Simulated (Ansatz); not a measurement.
**C3H8Se: how energies converge with the basis set**

The task here is to estimate one member of a computed series from the others.

Method: one geometry, several basis sets; program: Ansatz 0.2.0, Gaussian basis.

Plan: PBE0-D4/def2-SVP; ωB97M-V/def2-SVP; PBE0-D4/def2-QZVPP; ωB97M-V/def2-QZVPP; the functionals' def2-TZVPP values are taken from earlier runs.

## The geometry

An earlier PBE0-D4 in a triple-zeta def2 set relaxation fixed the geometry.

SMILES `CC[Se]C`, 12 atoms, charge 0, spin multiplicity 1.

Atoms are counted from 1 here; the program's logs count them from 0.

Bond lengths: C1–C2 1.514 Å, C1–H5 1.092 Å, C1–H6 1.092 Å, C1–H7 1.093 Å, C2–Se3 1.952 Å, C2–H8 1.092 Å, C2–H9 1.092 Å, Se3–C4 1.940 Å, C4–H10 1.090 Å, C4–H11 1.090 Å, C4–H12 1.089 Å. Angles: C2–C1–H5 111.3°, C2–C1–H6 111.3°, C2–C1–H7 110.4°, H5–C1–H6 108.0°, H5–C1–H7 107.9°, H6–C1–H7 107.9°, C1–C2–Se3 110.2°, C1–C2–H8 111.2°, C1–C2–H9 111.2°, Se3–C2–H8 107.8°, Se3–C2–H9 107.8°, H8–C2–H9 108.5°, C2–Se3–C4 97.1°, Se3–C4–H10 110.4°, Se3–C4–H11 110.4°, Se3–C4–H12 107.1°, H10–C4–H11 110.3°, H10–C4–H12 109.3° and more.

The first run:

Contents of in.yaml:

```yaml
crystal:
  periodic: [false, false, false]
  atoms:
    - {symbol: C, position_ang: [0.584675, 1.766075, -0.836168]}
    - {symbol: C, position_ang: [0.402247, 0.561704, 0.062604]}
    - {symbol: Se, position_ang: [-0.895252, -0.670834, -0.717788]}
    - {symbol: C, position_ang: [-0.823742, -2.011807, 0.682749]}
    - {symbol: H, position_ang: [0.950019, 1.472670, -1.822846]}
    - {symbol: H, position_ang: [-0.355269, 2.305797, -0.971614]}
    - {symbol: H, position_ang: [1.309902, 2.459329, -0.402413]}
    - {symbol: H, position_ang: [1.340791, 0.019370, 0.192093]}
    - {symbol: H, position_ang: [0.032998, 0.855405, 1.047060]}
    - {symbol: H, position_ang: [-1.135774, -1.584053, 1.635007]}
    - {symbol: H, position_ang: [0.181722, -2.423645, 0.763710]}
    - {symbol: H, position_ang: [-1.515317, -2.805116, 0.401506]}
basis:
  gaussian: {orbitals: def2-SVP}
hamiltonian: {xc: pbe0, dispersion: d4}
output: {orbitals: {seedname: orbitals}}
```

The run is started by

```sh
ansatz run in.yaml --threads 4 --pin off --events-out ev --progress --plain --max-ram 10444MiB
```

Among the steps run: PBE0-D4 in def2-SVP; ωB97M-V in def2-SVP; PBE0-D4 in def2-QZVPP; ωB97M-V in def2-QZVPP.

One of the session's tables, all rows but one given; the rest of the session is left out.

It belongs to the step «Density functionals: the series». 

| functional | basis | HOMO (eV) | LUMO (eV) |
| --- | --- | --- | --- |
| PBE0-D4 | def2-SVP | -5.83 | 0.75 |
| PBE0-D4 | def2-TZVPP | -5.96 | 0.39 |
| PBE0-D4 | def2-QZVPP | -5.97 | 0.22 |
| ωB97M-V | def2-SVP | ? | ? |
| ωB97M-V | def2-TZVPP | -8.16 | 2.13 |
| ωB97M-V | def2-QZVPP | -8.18 | 1.73 |

**Question.** Estimate the row for ωB97M-V, def2-SVP.

The run gave: HOMO (eV): -8.03; LUMO (eV): 2.72. In the column «HOMO (eV)» it lies between ωB97M-V, def2-TZVPP (-8.16) and PBE0-D4, def2-QZVPP (-5.97).
